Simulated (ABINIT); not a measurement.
A run of ABINIT 10.8.3 (patched build) is set up as follows.

The input run.py:

```python
import json, os
import numpy as np
from ase.units import GPa
from ase.calculators.abinit import Abinit, AbinitProfile
from ase import Atoms

atoms = Atoms(['Hf', 'Ge'],
              cell=[[3.219666, 0.0, 0.0], [0.0, 3.219666, 0.0], [0.0, 0.0, 4.1084277]],
              scaled_positions=[[0.5, 0.5, 0.0], [0.0, 0.0, 0.0]],
              pbc=True)

profile = AbinitProfile(command='abinit', pp_paths=[os.path.abspath('pseudos')])
params = dict(
    pps='pawxml', xc='PBE',
    ecut=598.6505,
    pawecutdg=1197.301,
    pawxcdev=0,
    pawovlp=30,
    kptopt=1,
    ngkpt=[8, 8, 7],
    nshiftk=1,
    shiftk=[0.0, 0.0, 0.0],
    ixc=11,
    nband=17,
    occopt=3,
    tsmear=0.05,
    nstep=100,
    tolvrs=1e-09,
    prtwf=0,
    prtden=0,
)

atoms.calc = Abinit(profile=profile, directory='run', **params)
energy = atoms.get_potential_energy()
forces = atoms.get_forces()
stress = atoms.get_stress()
print(f'energy {energy:.6f} eV')
print('forces (eV/A)')
print(np.round(forces, 5))
print('stress (GPa, Voigt, tension positive)', np.round(stress / GPa, 4))
json.dump(dict(energy=energy, forces=forces.tolist(), stress=stress.tolist(), cell=atoms.cell.tolist(), frac=atoms.get_scaled_positions(wrap=False).tolist()), open('results.json', 'w'))
```

Potentials or basis: JTH PAW PBE v2.0.

Launch:

```console
$ python run.py
```

(1) Estimate the band gap on the k mesh.

(2) Estimate the pressure.

Answers

(1) none (metal or under the smearing width).

(2) 61.0 GPa.

Caveat: a pressure of tens of GPa on the cell as given is suspect, and the run, the potentials or the cell itself is likely at fault; the atomic spheres overlap.
